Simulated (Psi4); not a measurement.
# CH3AlF2O (SMILES C[O][Al]([F])[F]): a chain of runs

We compute a geometry optimisation (singlet CH3AlF2O, B3LYP/def2-SVPD), then the energy (doublet CH3AlF2O+, UB3LYP/def2-SVPD), then a structure relaxation (doublet CH3AlF2O+, UB3LYP/def2-SVPD), then the energy (doublet CH3AlF2O−, UB3LYP/def2-SVPD), then a structure relaxation (doublet CH3AlF2O−, UB3LYP/def2-SVPD) of CH3AlF2O. 

Program for the calculation: Psi4 1.11.

## 1. The structure to begin with

CH3AlF2O has 8 atoms, charge 0, and is taken as a singlet. SMILES: `C[O][Al]([F])[F]`. Geometry: relaxed at PBE0-D4/def2-TZVP. The run starts from this shape.

Bond lengths: C1–O2 1.401 Å, O2–Al3 1.661 Å, Al3–F4 1.634 Å, Al3–F5 1.639 Å, C1–H6 1.095 Å, C1–H7 1.094 Å, C1–H8 1.094 Å. Angles: C1–O2–Al3 136.9°, O2–Al3–F4 119.6°, O2–Al3–F5 122.1°, F4–Al3–F5 118.3°, O2–C1–H6 112.5°, O2–C1–H7 109.7°, O2–C1–H8 109.7°, H6–C1–H7 108.4°, H6–C1–H8 108.4°, H7–C1–H8 108.1°.

## 2. A structure relaxation at B3LYP/def2-SVPD (density fitting) (run 1)

Contents of ch3alf2o.py:

```python
import psi4

psi4.set_memory('1600 MB')
psi4.set_num_threads(1)
psi4.core.set_output_file('psi4.out', False)

geom = psi4.geometry("""
0 1
C     -0.45164454     1.70207632     1.66579358
O     -0.86889607    -0.59772037     0.42065304
Al     0.43010167    -2.18509032    -1.95643346
F     -0.74190648    -4.91839018    -2.78640117
F      2.87295063    -1.09830882    -3.51829210
H      1.15197705     2.74803973     0.87910059
H     -0.08088028     1.35247699     3.66909224
H     -2.13746922     2.88920227     1.52085159
units au
symmetry c1
""")

psi4.set_options({
    'basis': 'def2-SVPD',
})

E = psi4.optimize('B3LYP')
print('E =', round(E, 9))
print(geom.to_string(dtype='xyz', units='Angstrom'))
```

Command:

```bash
python ch3alf2o.py
```

psi4.out:

```text
[...]
  Running in c1 symmetry.
[...]
  Nuclear repulsion =  226.632056752029683
[...]
  Multiplicity = 1
[...]
  Nalpha       = 24
  Nbeta        = 24
[...]
    Number of basis functions: 137
[...]
   @DF-RKS iter   1:  -556.78170365765448   -5.09306e-01   7.29698e-03 DIIS/ADIIS
[...]
   @DF-RKS iter   8:  -557.17334026499827    5.68434e-13   2.33251e-09 DIIS
[...]
  @DF-RKS Final Energy:  -557.17334026499827
   => Energetics <=
    Nuclear Repulsion Energy =            223.2763893333520002
    One-Electron Energy =               -1217.1152671819336319
    Two-Electron Energy =                 480.9407700981950597
    DFT Exchange-Correlation Energy =     -44.2752325146116945
    Empirical Dispersion Energy =           0.0000000000000000
    VV10 Nonlocal Energy =                  0.0000000000000000
    Total Energy =                       -557.1733402649982736
[...]
  -Total Gradient:
     Atom            X                  Y                   Z
    ------   -----------------  -----------------  -----------------
       1        0.000020343983     0.000048901424     0.000013672403
       2       -0.000007547627     0.000018616484     0.000014536788
       3        0.000232811299     0.000177694501    -0.000073446512
       4        0.000250084503     0.000140863675    -0.000146192868
       5        0.000057690346     0.000115386096     0.000018329466
       6        0.000005270135     0.000081563827     0.000053480069
       7       -0.000021944138    -0.000029982494     0.000024766797
       8       -0.000041976634    -0.000014195695     0.000004717659
[...]
```

Standard output:

```text
Some dependencies such as QCElemental have not yet finished migration to pydantic v2. If issues are encountered please downgrade pydantic or upgrade QCElemental as appropriate
	Previous geometry is closer to target in internal coordinates, so using that one.

	Best geometry has RMS(Delta(q)) = 8.57e-08

	Energy has increased in a minimization.
	Energy ratio indicates iffy step.
	Intrafrag trust radius decreased to   0.25.
	Previous geometry is closer to target in internal coordinates, so using that one.

	Best geometry has RMS(Delta(q)) = 9.33e-09

Optimizer: Optimization complete!
E = -557.173340265
8
0 1 AlCF2H3O
C                    -0.430692858030     1.792211390215     1.693122757549
O                    -0.607798744386     0.580468570395     0.996649515695
Al                    0.055812429346    -0.299941842880    -0.267650793285
F                    -0.602759930744    -1.768250609505    -0.686922922956
F                     1.369627620390     0.236010396716    -1.142393641495
H                     0.416335061654     2.378188051782     1.300937447094
H                    -0.247918492415     1.582742792820     2.758395624095
H                    -1.344378067123     2.401212964788     1.613205923880
```

Run time: 85 s. Hardware: 1 thread of AMD EPYC 7R43 (Zen 3), shared host; peak memory 0.96 GiB.

Steps, from the record of the run:

```tsv
step	energy from the first frame kept (eV)	largest force (eV/Å)
0	0.0000	0.9604
1	-0.0368	0.2292
2	-0.0389	0.0753
3	-0.0391	0.0475
4	-0.0394	0.0663
5	-0.0395	0.0604
6	-0.0396	0.0281
7	-0.0396	0.0166
```

After the run. Bond lengths: C1–O2 1.409 Å, O2–Al3 1.677 Å, Al3–F4 1.663 Å, Al3–F5 1.667 Å, C1–H6 1.102 Å, C1–H7 1.101 Å, C1–H8 1.101 Å. Angles: C1–O2–Al3 140.7°, O2–Al3–F4 119.8°, O2–Al3–F5 122.6°, F4–Al3–F5 117.6°, O2–C1–H6 112.2°, O2–C1–H7 109.6°, O2–C1–H8 109.6°, H6–C1–H7 108.5°, H6–C1–H8 108.5°, H7–C1–H8 108.3°.

## 3. The doublet cation: a single-point energy at UB3LYP/def2-SVPD (density fitting) (run 2)

Contents of ch3alf2o.inp:

```
memory 1600 MB

molecule {
  1 2
  C
  O 1 1.408816
  Al 2 1.677485 1 140.74064
  F 3 1.66296 2 119.78605 1 -179.99402
  F 3 1.666893 4 117.62766 2 -179.98517
  H 1 1.102104 2 112.2104 3 0.0108
  H 1 1.10095 6 108.53526 2 121.278
  H 1 1.10095 7 108.25574 6 -117.62272
  symmetry c1
}

set globals {
  basis     def2-SVPD
  reference uks
}

E, wfn = energy("b3lyp", return_wfn=True)
```

Command:

```bash
psi4 -n 1 ch3alf2o.inp ch3alf2o.out
```

ch3alf2o.out:

```text
[...]
  Running in c1 symmetry.
[...]
  Nuclear repulsion =  223.276397777050335
[...]
  Multiplicity = 2
[...]
  Nalpha       = 24
  Nbeta        = 23
[...]
    Number of basis functions: 137
[...]
   @DF-UKS iter   1:  -556.52301430450780   -3.09660e-01   5.72715e-03 DIIS/ADIIS
[...]
   @DF-UKS iter  11:  -556.75419047262335   -3.32025e-08   3.27089e-07 DIIS
[...]
   @S^2 Observed:                7.542988333E-01
[...]
  @DF-UKS Final Energy:  -556.75419047262335
   => Energetics <=
    Nuclear Repulsion Energy =            223.2763977770503345
    One-Electron Energy =               -1205.4690097434129257
    Two-Electron Energy =                 469.4180935560995636
    DFT Exchange-Correlation Energy =     -43.9796720623603932
    Empirical Dispersion Energy =           0.0000000000000000
    VV10 Nonlocal Energy =                  0.0000000000000000
    Total Energy =                       -556.7541904726233497
[...]
 Multipole Moments:
 ------------------------------------------------------------------------------------
     Multipole            Electronic (a.u.)      Nuclear  (a.u.)        Total (a.u.)
 ------------------------------------------------------------------------------------
 L = 1.  Multiply by 2.5417464519 to convert [e a0] to [Debye]
 Dipole X            :          0.0002048            0.0003688            0.0005736
 Dipole Y            :         -2.4404421            4.0261097            1.5856677
 Dipole Z            :          6.6824098           -9.9856654           -3.3032556
 Magnitude           :                                                    3.6641288
[...]
```

It took 22 s on 1 thread of AMD EPYC 7R43 (Zen 3), shared host; peak memory 0.85 GiB.

## 4. The doublet cation: a geometry optimisation at UB3LYP/def2-SVPD (density fitting) (run 3)

Contents of job.inp:

```
memory 1600 MB

molecule {
  1 2
  C     -0.255954     0.935820     0.922855
  O     -0.433060    -0.275923     0.226382
  Al     0.230551    -1.156334    -1.037918
  F     -0.428021    -2.624642    -1.457190
  F      1.544366    -0.620381    -1.912661
  H      0.591074     1.521796     0.530670
  H     -0.073180     0.726351     1.988128
  H     -1.169640     1.544821     0.842938
  symmetry c1
}

set globals {
  reference    uks
  geom_maxiter 50
}

e_tot, wfn = optimize("b3lyp/def2-SVPD", return_wfn=True)
```

Command:

```bash
psi4 job.inp job.out -n 1
```

job.out:

```text
[...]
  Running in c1 symmetry.
[...]
  Nuclear repulsion =  223.276411532816837
[...]
  Multiplicity = 2
[...]
  Nalpha       = 24
  Nbeta        = 23
[...]
    Number of basis functions: 137
[...]
   @DF-UKS iter   1:  -556.52301447713364   -3.09660e-01   5.72715e-03 ADIIS/DIIS
[...]
   @DF-UKS iter   8:  -556.77897812917331   -7.95808e-12   6.49544e-09 DIIS
[...]
   @S^2 Observed:                7.548391564E-01
[...]
  @DF-UKS Final Energy:  -556.77897812917331
   => Energetics <=
    Nuclear Repulsion Energy =            223.1323439943316203
    One-Electron Energy =               -1205.3123419201226625
    Two-Electron Energy =                 469.3739623469314211
    DFT Exchange-Correlation Energy =     -43.9729425503137108
    Empirical Dispersion Energy =           0.0000000000000000
    VV10 Nonlocal Energy =                  0.0000000000000000
    Total Energy =                       -556.7789781291733107
[...]
  -Total Gradient:
     Atom            X                  Y                   Z
    ------   -----------------  -----------------  -----------------
       1        0.000045792775     0.000186531120     0.000096909495
       2        0.000020846461    -0.000056159524    -0.000062549596
       3        0.000076723651     0.000077060349    -0.000017138734
       4        0.000084292204     0.000060737796    -0.000037662763
       5        0.000063838069     0.000105921671     0.000014271261
       6       -0.000012652456     0.000015380571     0.000020855327
       7       -0.000037008243    -0.000010542359    -0.000003735931
       8       -0.000013869412    -0.000027826275     0.000021734675
[...]
```

The script printed:

```text
Optimizer: Optimization complete!
```

Run time: 4.3 min. Hardware: 1 thread of AMD EPYC 7R43 (Zen 3), shared host; peak memory 0.97 GiB.

Steps, from the record of the run:

```tsv
step	energy from the first frame kept (eV)	largest force (eV/Å)
0	0.0000	5.3489
1	-0.4506	2.2929
2	-0.6130	0.5005
3	-0.6502	0.1780
4	-0.6639	0.1466
5	-0.6701	0.1399
6	-0.6729	0.1163
7	-0.6732	0.1029
8	-0.6743	0.0693
9	-0.6745	0.0263
10	-0.6745	0.0111
```

After the run. Bond lengths: C1–O2 1.339 Å, O2–Al3 1.849 Å, Al3–F4 1.632 Å, Al3–F5 1.639 Å, C1–H6 1.097 Å, C1–H7 1.137 Å, C1–H8 1.137 Å. Angles: C1–O2–Al3 132.2°, O2–Al3–F4 111.8°, O2–Al3–F5 108.5°, F4–Al3–F5 139.7°, O2–C1–H6 117.0°, O2–C1–H7 108.1°, O2–C1–H8 108.1°, H6–C1–H7 114.4°, H6–C1–H8 114.4°, H7–C1–H8 91.9°.

## 5. The doublet anion: a single-point energy at UB3LYP/def2-SVPD (density fitting) (run 4)

Contents of ch3alf2o.in:

```
memory 1600 MB

molecule {
  -1 2
  C     -0.255954     0.935820     0.922855
  O     -0.433060    -0.275923     0.226382
  Al     0.230551    -1.156334    -1.037918
  F     -0.428021    -2.624642    -1.457190
  F      1.544366    -0.620381    -1.912661
  H      0.591074     1.521796     0.530670
  H     -0.073180     0.726351     1.988128
  H     -1.169640     1.544821     0.842938
  units angstrom
  symmetry c1
}

set globals {
  basis     def2-SVPD
  reference uks
}

E, wfn = energy('b3lyp', return_wfn=True)
```

Command:

```bash
psi4 ch3alf2o.in ch3alf2o.out -n 1
```

ch3alf2o.out:

```text
[...]
  Running in c1 symmetry.
[...]
  Nuclear repulsion =  223.276411532816837
[...]
  Multiplicity = 2
[...]
  Nalpha       = 25
  Nbeta        = 24
[...]
    Number of basis functions: 137
[...]
   @DF-UKS iter   1:  -556.65089717588785   -4.37542e-01   7.96832e-03 ADIIS/DIIS
[...]
   @DF-UKS iter  11:  -557.17257259393728   -2.54703e-08   3.00174e-07 DIIS
[...]
   @S^2 Observed:                7.508311459E-01
[...]
  @DF-UKS Final Energy:  -557.17257259393728
   => Energetics <=
    Nuclear Repulsion Energy =            223.2764115328168373
    One-Electron Energy =               -1225.9175277924239253
    Two-Electron Energy =                 489.8719539934795080
    DFT Exchange-Correlation Energy =     -44.4034103278097163
    Empirical Dispersion Energy =           0.0000000000000000
    VV10 Nonlocal Energy =                  0.0000000000000000
    Total Energy =                       -557.1725725939372751
[...]
 Multipole Moments:
 ------------------------------------------------------------------------------------
     Multipole            Electronic (a.u.)      Nuclear  (a.u.)        Total (a.u.)
 ------------------------------------------------------------------------------------
 L = 1.  Multiply by 2.5417464519 to convert [e a0] to [Debye]
 Dipole X            :          1.6596669           -1.8805383           -0.2208714
 Dipole Y            :         -6.6878951            7.6907212            1.0028262
 Dipole Z            :         -6.3695474            7.2965380            0.9269905
 Magnitude           :                                                    1.3833857
[...]
```

It took 23 s on 1 thread of AMD EPYC 7R43 (Zen 3), shared host; peak memory 0.85 GiB.

## 6. The doublet anion: a geometry optimisation at UB3LYP/def2-SVPD (density fitting) (run 5)

Contents of calc.in:

```
memory 1.6 GB

molecule m {
  -1 2
  C
  O 1 R2
  Al 2 R3 1 A3
  F 3 R4 2 A4 1 D4
  F 3 R5 4 A5 2 D5
  H 1 R6 2 A6 3 D6
  H 1 R7 6 A7 2 D7
  H 1 R8 7 A8 6 D8

  R2 = 1.408816
  R3 = 1.677485
  A3 = 140.74064
  R4 = 1.66296
  A4 = 119.78605
  D4 = -179.99402
  R5 = 1.666893
  A5 = 117.62766
  D5 = -179.98517
  R6 = 1.102104
  A6 = 112.2104
  D6 = 0.0108
  R7 = 1.10095
  A7 = 108.53526
  D7 = 121.278
  R8 = 1.10095
  A8 = 108.25574
  D8 = -117.62272
  symmetry c1
}

set basis def2-SVPD
set reference uks
set geom_maxiter 50

E, wfn = optimize('b3lyp', return_wfn=True)
print_variables()
```

Command:

```bash
psi4 -n 1 calc.in calc.out
```

calc.out:

```text
[...]
  Running in c1 symmetry.
[...]
  Nuclear repulsion =  223.276397777050335
[...]
  Multiplicity = 2
[...]
  Nalpha       = 25
  Nbeta        = 24
[...]
    Number of basis functions: 137
[...]
   @DF-UKS iter   1:  -556.65089717664307   -4.37543e-01   7.96832e-03 DIIS/ADIIS
[...]
   @DF-UKS iter   8:  -557.20240519388199   -2.01226e-11   8.75394e-09 DIIS
[...]
   @S^2 Observed:                7.507495746E-01
[...]
  @DF-UKS Final Energy:  -557.20240519388199
   => Energetics <=
    Nuclear Repulsion Energy =            220.4636029375141391
    One-Electron Energy =               -1221.7993622586213860
    Two-Electron Energy =                 488.5467273556186569
    DFT Exchange-Correlation Energy =     -44.4133732283932758
    Empirical Dispersion Energy =           0.0000000000000000
    VV10 Nonlocal Energy =                  0.0000000000000000
    Total Energy =                       -557.2024051938819866
[...]
  -Total Gradient:
     Atom            X                  Y                   Z
    ------   -----------------  -----------------  -----------------
       1        0.000052531162     0.000128924478     0.000065010038
       2        0.000036224743    -0.000335716878     0.000038365112
       3        0.000269184985     0.000371301462    -0.000113851331
       4        0.000027123451    -0.000100607034    -0.000062146748
       5       -0.000158967092    -0.000242796329    -0.000124989417
       6        0.000014699388    -0.000007734718    -0.000036585831
       7        0.000012516848     0.000016070747    -0.000025677293
       8       -0.000017086708     0.000030807151    -0.000056792054
[...]
```

The script printed:

```text
Optimizer: Optimization complete!
```

Wall time 8.6 min (1 thread of AMD EPYC 7R43 (Zen 3), shared host); peak memory 0.95 GiB.

Step by step:

```tsv
step	energy from the first frame kept (eV)	largest force (eV/Å)
0	0.0000	1.6002
1	-0.0773	0.6580
2	-0.0997	0.1863
3	-0.1735	1.2200
4	-0.3301	3.9046
5	-0.7506	1.1382
6	-0.7960	0.1101
7	-0.7965	0.1511
8	-0.7693	0.6471
9	-0.7928	0.3280
10	-0.8006	0.0656
11	-0.8018	0.0547
12	-0.8055	0.1197
13	-0.8072	0.0936
14	-0.8087	0.0719
15	-0.8096	0.0436
16	-0.8105	0.0317
17	-0.8110	0.0380
18	-0.8115	0.0367
19	-0.8118	0.0362
20	-0.8118	0.0243
```

After the run. Bond lengths: C1–O2 1.386 Å, O2–Al3 1.781 Å, Al3–F4 1.732 Å, Al3–F5 1.742 Å, C1–H6 1.111 Å, C1–H7 1.113 Å, C1–H8 1.109 Å. Angles: C1–O2–Al3 128.4°, O2–Al3–F4 107.2°, O2–Al3–F5 109.4°, F4–Al3–F5 109.3°, O2–C1–H6 112.9°, O2–C1–H7 112.8°, O2–C1–H8 110.4°, H6–C1–H7 106.6°, H6–C1–H8 107.0°, H7–C1–H8 106.8°.

## 7. What came out

| quantity | value |
| --- | --- |
| run 1, B3LYP/def2-SVPD: total energy at the end | -557.17334 Eh |
| run 1, B3LYP/def2-SVPD: dipole moment | 2.38 D |
| run 1, B3LYP/def2-SVPD: HOMO energy | -8.63 eV |
| run 1, B3LYP/def2-SVPD: LUMO energy | -1.61 eV |
| run 1, B3LYP/def2-SVPD: HOMO–LUMO gap | 7.02 eV |
| doublet cation, run 2: total energy | -556.75419 Eh |
| doublet cation, run 2: HOMO energy (highest over α and β) | -16.04 eV |
| doublet cation, run 2: LUMO energy (lowest over α and β) | -14.22 eV |
| doublet cation, run 2: ⟨S²⟩ | 0.754 |
| doublet cation, run 3: total energy at the end | -556.77898 Eh |
| doublet cation, run 3: HOMO energy (highest over α and β) | -16.03 eV |
| doublet cation, run 3: LUMO energy (lowest over α and β) | -12.65 eV |
| doublet cation, run 3: ⟨S²⟩ | 0.755 |
| doublet anion, run 4: total energy | -557.17257 Eh |
| doublet anion, run 4: HOMO energy (highest over α and β) | 1.57 eV |
| doublet anion, run 4: LUMO energy (lowest over α and β) | 2.83 eV |
| doublet anion, run 4: ⟨S²⟩ | 0.751 |
| doublet anion, run 5: total energy at the end | -557.20241 Eh |
| doublet anion, run 5: HOMO energy (highest over α and β) | 0.26 eV |
| doublet anion, run 5: LUMO energy (lowest over α and β) | 2.75 eV |
| doublet anion, run 5: ⟨S²⟩ | 0.751 |
| adiabatic electron affinity (to the doublet anion, no zero-point term) | 0.791 eV |
| adiabatic ionisation energy (to the doublet cation, no zero-point term) | 10.731 eV |

What this shows: The adiabatic electron affinity (to the doublet anion, no zero-point term) is 0.79 eV (76.3 kJ/mol). The adiabatic ionisation energy (to the doublet cation, no zero-point term) is 10.73 eV (1035 kJ/mol). The optimisation (run 1, B3LYP/def2-SVPD) took 8 steps and changed the energy by -0.040 eV. The optimisation (doublet cation, run 3) took 11 steps and changed the energy by -0.675 eV. The HOMO (doublet anion, run 4) lies at positive energy, 1.57 eV; only total energies tell whether the electron is bound. The optimisation (doublet anion, run 5) took 21 steps and changed the energy by -0.812 eV.
